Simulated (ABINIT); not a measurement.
# Ti3S2 (R32) in ABINIT: a series of runs, part 2 of 2

ABINIT 10.8.3 (patched build). The steps go on from the part before.

### 3 Band structure, LDA

Contents of run.abi:

```
# Datasets: ground state, then fixed potential
ndtset 2

# Pseudopotentials
pp_dirpath "./"
pseudos "Ti.LDA_PW-JTH.xml, S.LDA_PW-JTH.xml"

# Structure
acell 4.5051994948 4.5051994948 4.5051994948 Angstrom
rprim
     0.6022183762     0.3476909416     0.7186404084
    -0.6022183762     0.3476909416     0.7186404084
     0.0000000000    -0.6953818832     0.7186404084
ntypat 2
znucl 22 16
natom 5
typat 1 1 1 2 2
xred
     0.0000000000     0.3356550000     0.6643450000
     0.6643450000     0.0000000000     0.3356550000
     0.3356550000     0.6643450000     0.0000000000
     0.1678390000     0.1678390000     0.1678390000
     0.8321610000     0.8321610000     0.8321610000

# Plane-wave basis
ecut 20.0
pawecutdg 40.0

# Exchange and correlation
ixc 7

# Bands and occupations
occopt 3
tsmear 0.00183747

# SCF cycle
nstep 100

# Output
iomode 3
prtwf 0
prteig 0
prtebands 0
enunit 1
prtden1 1

# Dataset 1
kptopt1 1
ngkpt1 6 6 6
nshiftk1 1
shiftk1 0.0 0.0 0.0
nband1 29
tolvrs1 1.0e-9

# Dataset 2: bands along G-L-B1
iscf2 -2
getden2 1
nband2 35
nbdbuf2 4
tolwfr2 1.0e-11
kptopt2 -2
ndivsm2 6
prteig2 1
kptbounds2
     0.0000000000     0.0000000000     0.0000000000
     0.5000000000     0.0000000000     0.0000000000
     0.5000000000     0.3227197041    -0.3227197041
```

Potentials or basis: JTH PAW LDA v2.0.

Run with:

```bash
$ mpirun --bind-to none -np 4 abinit run.abi > log 2>&1
```

run.abo:

```text
.Version 10.8.3 of ABINIT
 DATASET    1 : space group R3 2 (#155); Bravais hR (rhombohedral)
================================================================================
 Values of the parameters that define the memory need for DATASET  1.
     intxc =       0    ionmov =       0      iscf =      17    lmnmax =      18
     lnmax =       6     mgfft =      36  mpssoang =       3    mqgrid =    3001
     natom =       5  nloc_mem =       2    nspden =       1   nspinor =       1
    nsppol =       1      nsym =       6    n1xccc =       1    ntypat =       2
    occopt =       3   xclevel =       1
       mpw =        2395          nfft =       46656          nkpt =          32
Pmy_natom=         2
 PAW method is used; the additional fine FFT grid is defined by:
   mgfftf=        50    nfftf =    125000
================================================================================
================================================================================

 DATASET    2 : space group R3 2 (#155); Bravais hR (rhombohedral)
================================================================================
 Values of the parameters that define the memory need for DATASET  2.
     intxc =       0    ionmov =       0      iscf =      -2    lmnmax =      18
     lnmax =       6     mgfft =      36  mpssoang =       3    mqgrid =    3001
     natom =       5  nloc_mem =       2    nspden =       1   nspinor =       1
    nsppol =       1      nsym =       6    n1xccc =       1    ntypat =       2
    occopt =       3   xclevel =       1
       mpw =        2397          nfft =       46656          nkpt =          13
Pmy_natom=         2
 PAW method is used; the additional fine FFT grid is defined by:
   mgfftf=        50    nfftf =    125000
================================================================================
================================================================================

--------------------------------------------------------------------------------
------------- Echo of variables that govern the present computation ------------
--------------------------------------------------------------------------------
 -outvars: echo values of preprocessed input variables --------
            acell      8.5135931878E+00  8.5135931878E+00  8.5135931878E+00 Bohr
              amu      4.78800000E+01  3.20660000E+01
             ecut      2.00000000E+01 Hartree
           enunit           1
           getden1          0
           getden2          1
             iscf1         17
             iscf2         -2
              ixc           7
           jdtset        1    2
           kptopt1          1
           kptopt2         -2
         kptrlatt        6    0    0      0    6    0      0    0    6
          kptrlen1     5.10815591E+01
          kptrlen2     3.00000000E+01
            natom           5
            nband1         29
            nband2         35
           nbdbuf1          0
           nbdbuf2          4
           ndtset           2
           ndivsm1          0
           ndivsm2          6
            ngfft          36      36      36
          ngfftdg          50      50      50
             nkpt1         32
             nkpt2         13
            nstep         100
             nsym           6
           ntypat           2
           occopt           3
        pawecutdg      4.00000000E+01 Hartree
        prtebands           0
           prteig1          0
[... 470 lines left out ...]
cartesian_stress_tensor: null
pressure_GPa: null
xred      :
- [  5.9973E-17,   3.3566E-01,   6.6434E-01, Ti]
- [  6.6435E-01,   4.4622E-18,   3.3566E-01, Ti]
- [  3.3565E-01,   6.6435E-01,   1.1548E-16, Ti]
- [  1.6784E-01,   1.6784E-01,   1.6784E-01,  S]
- [  8.3216E-01,   8.3216E-01,   8.3216E-01,  S]
cartesian_forces: null
force_length_stats: {min: null, max: null, mean: null, }
...

 Integrated electronic density in atomic spheres:
 ------------------------------------------------
 Atom  Sphere_radius  Integrated_density
    1        2.30803         10.23328824
    2        2.30803         10.23328824
    3        2.30803         10.23328824
    4        1.90380          3.69660298
    5        1.90380          3.69660298

================================================================================

 ----iterations are completed or convergence reached----

 Mean square residual over all n,k,spin=   53.970E-13; max=  98.757E-13
 reduced coordinates (array xred) for    5 atoms
       0.000000000000      0.335655000000      0.664345000000
       0.664345000000      0.000000000000      0.335655000000
       0.335655000000      0.664345000000      0.000000000000
       0.167839000000      0.167839000000      0.167839000000
       0.832161000000      0.832161000000      0.832161000000

 cartesian coordinates (angstrom) at end:
    1     -0.91067025423256    -1.55550695965866     3.23761840486655
    2      1.80244366998296    -0.01091009478419     3.23761840486655
    3     -0.89177341575040     1.56641705444286     3.23761840486655
    4      0.00000000000000     0.00000000000000     1.63019590636319
    5      0.00000000000000     0.00000000000000     8.08265930823645
 length scales=  8.513593187750  8.513593187750  8.513593187750 bohr
              =  4.505199494800  4.505199494800  4.505199494800 angstroms
 Eigenvalues (   eV  ) for nkpt=  13  k points:
 kpt#   1, nband= 35, wtk=  1.00000, kpt=  0.0000  0.0000  0.0000 (reduced coord)
 -48.10490  -48.05320  -48.05320  -24.77890  -24.77890  -24.73365  -24.71922  -24.69808
 -24.69808  -24.69625  -24.51624  -24.51624   -6.95044   -5.05232    2.34189    2.34189
   2.66805    4.13577    4.41307    4.41307    6.15527    6.86327    8.27768    8.27768
   8.83111    8.83111   10.02373   10.02373   10.20790   10.70888   10.70888   11.06592
  11.57858   11.57858   11.66863
 kpt#   2, nband= 35, wtk=  1.00000, kpt=  0.0833  0.0000  0.0000 (reduced coord)
 -48.10394  -48.05466  -48.05267  -24.79027  -24.76797  -24.74430  -24.72639  -24.71064
 -24.68453  -24.67234  -24.52289  -24.51762   -6.91672   -5.07429    2.27131    2.41815
   2.67927    4.06231    4.32092    4.47904    6.23434    6.93799    8.21521    8.26827
   8.73025    8.91135    9.82028   10.00192   10.36594   10.71075   10.77806   11.03860
  11.31275   11.61032   11.92585
 kpt#   3, nband= 35, wtk=  1.00000, kpt=  0.1667  0.0000  0.0000 (reduced coord)
 -48.10117  -48.05723  -48.05282  -24.80134  -24.75881  -24.75829  -24.73953  -24.71386
 -24.66183  -24.64356  -24.54179  -24.52172   -6.81910   -5.13990    2.24057    2.46625
   2.69098    3.87243    4.23401    4.54930    6.42269    7.11884    8.10365    8.19957
   8.58811    9.00439    9.56346    9.92445   10.48272   10.67804   10.91552   10.98863
[... 47 lines left out ...]
   8.71482    9.06819    9.33446    9.82672    9.96435   10.01358   10.68554   10.81285
  11.00322   11.48088   11.63194
 kpt#  12, nband= 35, wtk=  1.00000, kpt=  0.5000  0.2689 -0.2689 (reduced coord)
 -48.07496  -48.06786  -48.06759  -24.86820  -24.78664  -24.75187  -24.71450  -24.71425
 -24.63539  -24.59247  -24.58430  -24.52911   -5.72610   -5.66578    1.70168    1.71404
   2.64825    3.62598    4.39674    5.01667    7.12028    7.30195    7.65292    7.82388
   8.67717    9.00542    9.17283    9.55176    9.95544   10.09103   10.62554   10.87283
  10.95846   11.42955   11.65712
 kpt#  13, nband= 35, wtk=  1.00000, kpt=  0.5000  0.3227 -0.3227 (reduced coord)
 -48.08079  -48.06480  -48.06464  -24.88031  -24.79054  -24.75587  -24.71068  -24.71052
 -24.62926  -24.60771  -24.57772  -24.51989   -5.76312   -5.49104    1.45233    1.84387
   2.46574    3.65093    4.44211    4.79810    7.25234    7.51713    7.75434    7.93572
   8.64044    8.92765    8.95498    9.34814   10.01429   10.10059   10.55123   10.88828
  10.90573   11.19873   11.81619

== END DATASET(S) ==============================================================
================================================================================

 -outvars: echo values of variables after computation  --------
            acell      8.5135931878E+00  8.5135931878E+00  8.5135931878E+00 Bohr
           etotal1    -1.9711668372E+02
            fcart1     8.3517975700E-04 -1.4465737726E-03  4.1777115170E-20
                       8.3517975700E-04  1.4465737726E-03  1.5909717292E-21
                      -1.6703595140E-03  9.4226803071E-22  1.5909717292E-21
                       1.9908901148E-20  8.1714149438E-20  8.3968170084E-04
                      -1.9908901148E-20 -3.3348984957E-20 -8.3968170084E-04
            rprim      6.0221837620E-01  3.4769094160E-01  7.1864040840E-01
                      -6.0221837620E-01  3.4769094160E-01  7.1864040840E-01
                       0.0000000000E+00 -6.9538188320E-01  7.1864040840E-01
           strten1     2.4236869695E-04  2.4236869768E-04  2.8412299206E-04
                       0.0000000000E+00  0.0000000000E+00  0.0000000000E+00
           xangst     -9.1067025423E-01 -1.5555069597E+00  3.2376184049E+00
                       1.8024436700E+00 -1.0910094784E-02  3.2376184049E+00
                      -8.9177341575E-01  1.5664170544E+00  3.2376184049E+00
                       1.2999922521E-17  2.4075734312E-17  1.6301959064E+00
                       3.2878715798E-16  1.5920824959E-16  8.0826593082E+00
             xred      5.9973304188E-17  3.3565500000E-01  6.6434500000E-01
                       6.6434500000E-01  4.4621529563E-18  3.3565500000E-01
                       3.3565500000E-01  6.6434500000E-01  1.1548445542E-16
                       1.6783900000E-01  1.6783900000E-01  1.6783900000E-01
                       8.3216100000E-01  8.3216100000E-01  8.3216100000E-01
 Calculation completed.
```

Wall time 36 s (4 MPI ranks of Arm Neoverse V1, shared host); peak memory 0.44 GiB.

What came out:

| Item | Value |
| --- | --- |
| Free energy | -5363.8182 eV |
| Pressure | -7.5 GPa |
| Largest force | 0.086 eV/Å |
| Band gap on the k mesh | none (metal or under the smearing width) |
| Valence electrons inside the program's atomic spheres | Ti 10.23; S 3.70 |

Forces on the atoms (eV/Å):
```
Ti   0.043 -0.074  0.000
Ti   0.043  0.074  0.000
Ti  -0.086  0.000  0.000
S    0.000  0.000  0.043
S    0.000  0.000 -0.043
```

Levels at the corners of the path, in eV from the Fermi level:
| point | band 22 | band 23 | band 24 | band 25 | band 26 | band 27 |
| --- | --- | --- | --- | --- | --- | --- |
| Γ | -1.41 | 0.00 | 0.00 | 0.55 | 0.55 | 1.75 |
| L | -0.89 | -0.67 | -0.44 | -0.15 | 0.80 | 1.26 |
| B1 | -0.76 | -0.52 | -0.34 | 0.36 | 0.65 | 0.68 |
